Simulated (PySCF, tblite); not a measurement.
**C5H8F3P: geometry, infrared bands and NMR shifts**

What infrared bands and NMR shifts should C5H8F3P (`CCCPC(F)=C(F)F`) show?

Computed with tblite 0.8.0 and PySCF 2.14.0, with density-fitted response routines of our own, on a single molecule in the gas phase. Atoms are numbered from 0 throughout.

## (1) The starting structure

17 atoms, charge 0, multiplicity 1; geometry from: force field or distance geometry start.

Bonds of the start (Å): C0–C1 1.51, C1–C2 1.52, C2–P3 1.85, P3–C4 1.81, C4–F5 1.36, C4–C6 1.34, C6–F7 1.36, C6–F8 1.36, C0–H9 1.12, C0–H10 1.10, C0–H11 1.14, C1–H12 1.13, C1–H13 1.11, C2–H14 1.10, C2–H15 1.14, P3–H16 1.45.

## (2) Relaxing the molecule with GFN2-xTB

What the job is given:

```
{"job": {"kind": "relax", "xc": "GFN2-xTB", "basis": "xTB"}, "charge": 0, "multiplicity": 1}
C     -2.557000     0.805400     0.185100
C     -1.535900    -0.204900    -0.283100
C     -0.230400    -0.095100     0.486000
P      0.978500    -1.346500    -0.127800
C      2.450500    -0.616800    -0.885200
F      3.025700    -1.148900    -2.001500
C      3.023700     0.496600    -0.396400
F      4.128100     1.024100    -0.990600
F      2.486000     1.067200     0.719700
H     -2.969300     0.562000     1.195400
H     -2.088100     1.799400     0.137900
H     -3.408500     0.774000    -0.565100
H     -2.001200    -1.216700    -0.070500
H     -1.348800    -0.052300    -1.362900
H      0.172000     0.933200     0.522900
H     -0.484100    -0.382600     1.556600
H      0.351800    -2.385900    -0.922200
```

Started as:

```bash
$ OMP_NUM_THREADS=1 python probes_run.py task.json out
```

One launch serves the whole session: the jobs run in the order shown.

**Question.** This job is followed by: GFN2-xTB harmonic vibrations, gas phase; GIAO PBE0/pcSseg-1 NMR shielding, non-relativistic, gas phase. Predict these results of the whole session: strongest single infrared mode (GFN2-xTB); zero-point energy (GFN2-xTB); ¹³C shifts against TMS (PBE0/pcSseg-1); ¹H shifts against TMS (PBE0/pcSseg-1, means over atoms taken as alike); ³¹P shifts against H3PO4 (PBE0/pcSseg-1); ¹⁹F shifts against CFCl3 (PBE0/pcSseg-1); surface potential, 1st and 99th percentile.

As calculated:

```
                                                              quantity                               value
                             strongest single infrared mode (GFN2-xTB)               1191 cm⁻¹, 194 km/mol
                                          zero-point energy (GFN2-xTB)                       75.7 kcal/mol
                                ¹³C shifts against TMS (PBE0/pcSseg-1)  168.4, 139.1, 31.3, 27.7, 18.9 ppm
¹H shifts against TMS (PBE0/pcSseg-1, means over atoms taken as alike)          3.80, 1.77, 1.38, 1.14 ppm
                              ³¹P shifts against H3PO4 (PBE0/pcSseg-1)                           -72.9 ppm
                              ¹⁹F shifts against CFCl3 (PBE0/pcSseg-1)           -90.1, -119.9, -178.8 ppm
                                 surface potential, 1st and 99th percentile                  -0.75 V and 0.98 V
```

In words: Over 175 steps the energy fell by 1.452 eV; of the close pairs, P3–H16 changed most, 1.451 to 1.398 Å. No mode is imaginary among the 45: a minimum at this level. The strongest single mode, at 1191 cm⁻¹, moves mainly C6. GFN2-xTB is a fitted tight-binding method: band positions and strengths are rough. Its intensities can rank the bands wrongly. At PBE0/pcSseg-1: The widest tensor belongs to F5: span 127 ppm, with a paramagnetic part of -121 ppm.
